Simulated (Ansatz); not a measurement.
# GeHBrO (SMILES [OH][Ge][Br]) at 6 levels

We compute a comparison of 6 runs (HF/def2-SVP, BLYP/STO-3G, B3LYP/6-31G*, PBE0/def2-SVP, PBE/cc-pVTZ, BCCD(T)/jorge-DZP) of GeHBrO. 

The results are computed with Ansatz 0.2.0.

6 further runs of the same task are left out: 2 for a known fault of the program, 1 that didn't finish, 3 set aside as unsound or not needed.

**1. The system as given**

GeHBrO has 4 atoms, charge 0, and is taken as a singlet. SMILES: `[OH][Ge][Br]`. Geometry: relaxed at PBE0-D4/def2-TZVP.

Bond lengths: O1–Ge2 1.771 Å, Ge2–Br3 2.376 Å, O1–H4 0.963 Å. Angles: O1–Ge2–Br3 98.8°, Ge2–O1–H4 115.4°.

**2. Energy and forces at HF/def2-SVP (run 1)**

The input, input.yaml:

```yaml
crystal:
  periodic: [false, false, false]
  atoms:
    - symbol: O
      position_ang: [-0.884800, 0.569300, -0.516300]
    - symbol: Ge
      position_ang: [-0.674200, -0.628600, 0.771400]
    - symbol: Br
      position_ang: [1.688500, -0.856600, 0.675300]
    - symbol: H
      position_ang: [-0.074000, 0.855700, -0.950600]
basis:
  gaussian: {orbitals: def2-SVP}
hamiltonian: {xc: hf}
accuracy: high
output: {forces: true, orbitals: {seedname: orbitals}}
```

Command:

```sh
$ ansatz run input.yaml --threads 1 --pin off --max-ram 2610MiB --events-out events.jsonl --progress --plain --runs-dir runs
```

The program printed:

```text
Warning: RAYON_NUM_THREADS=1 ignored (pool sized by the plan → 1); use --threads N
Functional definition: HF
  name "HF"
  exchange = exact_x
  correlation = 0
1538 factors; integrals over basis functions are off by at most 5.7e-9 eV
mean field evaluation 1: about -128507.4886 eV, gradient 3.5e1 eV
mean field evaluation 2: about -128507.5235 eV, gradient 3.5e1 eV
mean field evaluation 4: about -128510.0491 eV, gradient 2.2e0 eV
mean field evaluation 8: about -128510.0775 eV, gradient 2.8e-1 eV
mean field evaluation 16: about -128510.0781 eV, gradient 9.1e-9 eV
mean field -128510.07805750 eV, -4722.6582613536 hartree, gradient 7.3e-8 eV, S^2 0.000000; 0 other end points of the search recorded, 0 dependent functions left out
the calculation of the forces begins
reference -128510.07805750 eV, -4722.6582613536 hartree; 38, 38 occupied and 45, 45 virtual orbitals, 1538 factors
Total energy: -128510.07805750 eV, -4722.6582613536 hartree
Atom 0 at    -0.884800     0.569300    -0.516300 Å, force     1.021158    -0.182771     0.051340 eV/Å
Atom 1 at    -0.674200    -0.628600     0.771400 Å, force    -0.391639     0.306321    -0.279712 eV/Å
Atom 2 at     1.688500    -0.856600     0.675300 Å, force     0.186599     0.002836    -0.030512 eV/Å
Atom 3 at    -0.074000     0.855700    -0.950600 Å, force    -0.816118    -0.126386     0.258883 eV/Å
Dipole moment:    -0.182742     0.008436     0.017587 e Å
```

Wall time 2.4 s (1 thread of Intel Xeon 6975P-C (Granite Rapids), shared host); peak memory 0.25 GiB.

**3. Energy and forces at BLYP/STO-3G (run 2)**

The input, job.yaml:

```yaml
crystal:
  periodic: [false, false, false]
  atoms:
    - {symbol: O, position_ang: [-0.884800, 0.569300, -0.516300]}
    - {symbol: Ge, position_ang: [-0.674200, -0.628600, 0.771400]}
    - {symbol: Br, position_ang: [1.688500, -0.856600, 0.675300]}
    - {symbol: H, position_ang: [-0.074000, 0.855700, -0.950600]}
basis:
  gaussian: {orbitals: STO-3G}
hamiltonian: {xc: {name: BLYP}}
accuracy: high
output: {forces: true, orbitals: {seedname: orbitals}}
```

Command:

```sh
$ ansatz run job.yaml --threads 1 --pin off --max-ram 2610MiB --events-out events.jsonl --progress --plain --runs-dir runs
```

The program printed, shortened:

```text
Warning: RAYON_NUM_THREADS=1 ignored (pool sized by the plan → 1); use --threads N
Functional definition: BLYP
  name "BLYP"
[...]
601 factors; integrals over basis functions are off by at most 4.7e-9 eV
[...]
mean field -127175.19322442 eV, -4673.6021485554 hartree, gradient 1.2e-8 eV, S^2 0.000000; 0 other end points of the search recorded, 0 dependent functions left out
[...]
reference -127175.19326189 eV, -4673.6021499325 hartree; 38, 38 occupied and 4, 4 virtual orbitals, 601 factors
Total energy: -127175.19326189 eV, -4673.6021499325 hartree
Atom 0 at    -0.884800     0.569300    -0.516300 Å, force    -3.345286    -3.070722     3.871428 eV/Å
Atom 1 at    -0.674200    -0.628600     0.771400 Å, force     0.642777     1.825583    -2.104060 eV/Å
Atom 2 at     1.688500    -0.856600     0.675300 Å, force    -0.993015     0.176074    -0.047911 eV/Å
Atom 3 at    -0.074000     0.855700    -0.950600 Å, force     3.695524     1.069066    -1.719457 eV/Å
Dipole moment:    -0.100669     0.200940    -0.206381 e Å
```

It took 1.8 s on 1 thread of Intel Xeon 6975P-C (Granite Rapids), shared host; peak memory 0.13 GiB.

Runs 3 to 5 aren't shown in full; the table further down has their settings and results.

**4. The energy at BCCD(T)/jorge-DZP (run 6)**

The input, job.yaml:

```yaml
basis:
  gaussian:
    orbitals: jorge-DZP.json
crystal:
  periodic: [false, false, false]
  atoms:
    - {symbol: O, position_ang: [-0.884800, 0.569300, -0.516300]}
    - {symbol: Ge, position_ang: [-0.674200, -0.628600, 0.771400]}
    - {symbol: Br, position_ang: [1.688500, -0.856600, 0.675300]}
    - {symbol: H, position_ang: [-0.074000, 0.855700, -0.950600]}
total_charge: 0
magnetization:
  spin_polarized: false
correlation:
  method: bccd_t
output: {orbitals: {seedname: orbitals}}
```

The basis set jorge-DZP is read from a file made from the Basis Set Exchange's data (not shown).

Command:

```sh
$ ansatz run job.yaml --threads 1 --pin off --max-ram 2610MiB --events-out events.jsonl --progress --plain --runs-dir runs
```

The program printed, shortened:

```text
Warning: RAYON_NUM_THREADS=1 ignored (pool sized by the plan → 1); use --threads N
[... 2 set-up lines as earlier in the session ...]
[...]
827 factors; integrals over basis functions are off by at most 5.7e-4 eV
[...]
mean field -128523.14698707 eV, -4723.1385356568 hartree, gradient 4.5e-6 eV, S^2 0.000000; 0 other end points of the search recorded, 0 dependent functions left out
19 core orbitals not correlated: weight in the atoms' cores, before any rotation towards them, 1.000 or more for the frozen orbitals, at most 0.000 for the correlated occupied ones
reference -128523.14698707 eV, -4723.1385356568 hartree; 19, 19 occupied and 68, 68 virtual orbitals, 827 factors
second order -23.60891545 eV of doubles, -0.00000000 eV of singles
cycle   1  -22.69780704 eV  change    9.1e-1 eV  update   1.0e-1
[...]
cycle  11  -23.14602803 eV  change    7.2e-6 eV  update   7.3e-6
perturbative correction -0.44986385 eV, -0.0165321916 hartree
Total energy: -128546.74287895 eV, -4724.0056686896 hartree
```

Run time: 12 s. Hardware: 1 thread of Intel Xeon 6975P-C (Granite Rapids), shared host; peak memory 0.53 GiB.

**5. The series**

| run | level | task | accuracy | energy (Eh) | dipole moment (D) | HOMO energy (eV) | LUMO energy (eV) | wall time |
| --- | --- | --- | --- | --- | --- | --- | --- | --- |
| 1 | HF/def2-SVP | gradient | high | -4722.658261 | 0.88 | -10.21 | 0.64 | 2.4 s |
| 2 | BLYP/STO-3G | gradient | high | -4673.602150 | 1.47 | -0.77 | 0.37 | 1.8 s |
| 3 | B3LYP/6-31G* (spherical functions) | gradient | high | -4726.530794 | 0.93 | -7.65 | -2.61 | 5.4 s |
| 4 | PBE0/def2-SVP | gradient | high | -4725.783537 | 0.77 | -7.79 | -2.35 | 5.1 s |
| 5 | PBE/cc-pVTZ | gradient | high | -4726.401512 | 0.84 | -6.77 | -3.18 | 9.3 s |
| 6 | BCCD(T)/jorge-DZP | energy | medium | -4724.005669 | – | -10.37 | 0.26 | 12 s |

**6. Outcome**

| quantity | value |
| --- | --- |
| run 6: total energy | -4724.00567 Eh |
| run 6: HOMO energy (Hartree–Fock orbitals) | -10.37 eV |
| run 6: LUMO energy (Hartree–Fock orbitals) | 0.26 eV |
| run 6: HOMO–LUMO gap (Hartree–Fock orbitals) | 10.63 eV |
| run 6: correlation energy (19 core orbitals frozen) | -867.1 mEh |
| run 6: (T) correction | -16.53 mEh |

**Reading.** Over runs 1, 2, 3, 4, 5 the dipole moment (its size) runs from 0.77 D (PBE0/def2-SVP) to 1.47 D (BLYP/STO-3G). The two ends differ in method and basis. Over runs 1, 2, 3, 4, 5 the HOMO–LUMO gap runs from 1.14 eV (BLYP/STO-3G) to 10.84 eV (HF/def2-SVP). Totals of different functionals can't be ranked against each other. In run 2 the basis is minimal, so the values are rough. All runs together took 36 s, the longest 12 s.
